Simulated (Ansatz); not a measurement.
# CH9NOSSi2: the cost of one run

Method: RKS CAM-B3LYP-D4/STO-3G, in Ansatz 0.2.0.

## (1) The structure to begin with

Bond lengths: N1–C2 1.510 Å, C2–Si3 1.905 Å, Si3–O4 1.726 Å, Si3–Si5 2.299 Å, Si5–S6 2.167 Å, N1–H7 1.044 Å, N1–H8 0.962 Å, C2–H9 1.091 Å, C2–H10 1.118 Å, Si3–H11 1.452 Å, O4–H12 0.935 Å, Si5–H13 1.542 Å, Si5–H14 1.510 Å, S6–H15 1.330 Å. Angles (14 of 23 angles, heavy atoms first): N1–C2–Si3 112.5°, C2–Si3–O4 108.0°, C2–Si3–Si5 107.3°, O4–Si3–Si5 113.2°, Si3–Si5–S6 112.7°, N1–C2–H9 110.2°, N1–C2–H10 107.7°, Si3–C2–H9 109.6°, Si3–C2–H10 111.5°, C2–N1–H7 106.9°, C2–N1–H8 111.3°, C2–Si3–H11 109.3°, O4–Si3–H11 109.4°, Si5–Si3–H11 109.7°.

As a file:

```xyz
15

N     1.6357   -1.8006   -1.0658
C     0.6504   -1.2692   -0.0521
Si   -0.5204    0.0405   -0.7890
O     0.4105    1.0683   -1.8170
Si   -1.4887    1.1587    0.9706
S    -0.0297    2.0707    2.2883
H     2.3043   -1.0263   -1.2731
H     2.1634   -2.5166   -0.6989
H     0.0643   -2.0883    0.3676
H     1.2346   -0.8599    0.8088
H    -1.5481   -0.6223   -1.5725
H     0.7662    0.6151   -2.5538
H    -2.4411    2.2743    0.4947
H    -2.3194    0.2356    1.8299
H    -0.9038    2.6694    3.0915
```

## (2) End point A

Contents of input.yaml:

```yaml
crystal:
  periodic: [false, false, false]
  atoms:
    - { symbol: "N", position_ang: [1.6357, -1.8006, -1.0658] }
    - { symbol: C, position_ang: [0.6504, -1.2692, -0.0521] }
    - { symbol: Si, position_ang: [-0.5204, 0.0405, -0.789] }
    - { symbol: O, position_ang: [0.4105, 1.0683, -1.817] }
    - { symbol: Si, position_ang: [-1.4887, 1.1587, 0.9706] }
    - { symbol: S, position_ang: [-0.0297, 2.0707, 2.2883] }
    - { symbol: H, position_ang: [2.3043, -1.0263, -1.2731] }
    - { symbol: H, position_ang: [2.1634, -2.5166, -0.6989] }
    - { symbol: H, position_ang: [0.0643, -2.0883, 0.3676] }
    - { symbol: H, position_ang: [1.2346, -0.8599, 0.8088] }
    - { symbol: H, position_ang: [-1.5481, -0.6223, -1.5725] }
    - { symbol: H, position_ang: [0.7662, 0.6151, -2.5538] }
    - { symbol: H, position_ang: [-2.4411, 2.2743, 0.4947] }
    - { symbol: H, position_ang: [-2.3194, 0.2356, 1.8299] }
    - { symbol: H, position_ang: [-0.9038, 2.6694, 3.0915] }
basis:
  gaussian: { orbitals: STO-3G }
hamiltonian:
  xc: cam_b3lyp
  dispersion: d4
relax:
  f_tol: 0.02
  max_steps: 50
```

Command:

```
$ ansatz run input.yaml --threads 1 --pin off --max-ram 2048MiB --backend cpu --events-out ev --progress --plain --runs-dir out
```

**Question.** How long does this run take on 1 thread of Intel Xeon Platinum 8488C (Sapphire Rapids), shared host, and how much memory does it need?

About 2.1 min, with a peak of 0.21 GiB.
